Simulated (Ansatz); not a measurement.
# AsH4N: the cost of one run

All numbers below are computed with Ansatz 0.2.0 (RKS PBE-D4/def2-TZVP).

## 1. The starting structure

Bond lengths: N1–As2 1.953 Å, N1–H3 0.960 Å, N1–H4 1.008 Å, As2–H5 1.581 Å, As2–H6 1.570 Å. Angles: N1–As2–H5 91.6°, N1–As2–H6 91.9°, H5–As2–H6 92.6°, As2–N1–H3 106.5°, As2–N1–H4 104.2°, H3–N1–H4 108.8°.

Structure file:

```xyz
6

N    -0.3074   -0.9787   -0.0652
As   -0.6082    0.9493   -0.1330
H     0.6386   -1.1101   -0.1585
H    -0.5805   -1.2385    0.8692
H     0.3141    1.0925   -1.4086
H     0.5854    1.2216    0.8500
```

## 2. End point A

The input, input.yaml:

```yaml
crystal:
  periodic: [false, false, false]
  atoms:
    - { symbol: "N", position_ang: [-0.3074, -0.9787, -0.0652] }
    - { symbol: As, position_ang: [-0.6082, 0.9493, -0.133] }
    - { symbol: H, position_ang: [0.6386, -1.1101, -0.1585] }
    - { symbol: H, position_ang: [-0.5805, -1.2385, 0.8692] }
    - { symbol: H, position_ang: [0.3141, 1.0925, -1.4086] }
    - { symbol: H, position_ang: [0.5854, 1.2216, 0.85] }
basis:
  gaussian: { orbitals: def2-TZVP }
hamiltonian:
  xc: pbe
  dispersion: d4
relax:
  f_tol: 0.015
  max_steps: 40
```

Command:

```
ansatz run input.yaml --threads 2 --pin off --max-ram 3072MiB --backend cpu --events-out ev --progress --plain --runs-dir out
```

What time and memory should one allow on 2 threads of Intel Xeon Platinum 8259CL at 2.50GHz (Skylake/Cascade Lake), shared host?

About 6.9 s, with a peak of 0.17 GiB.
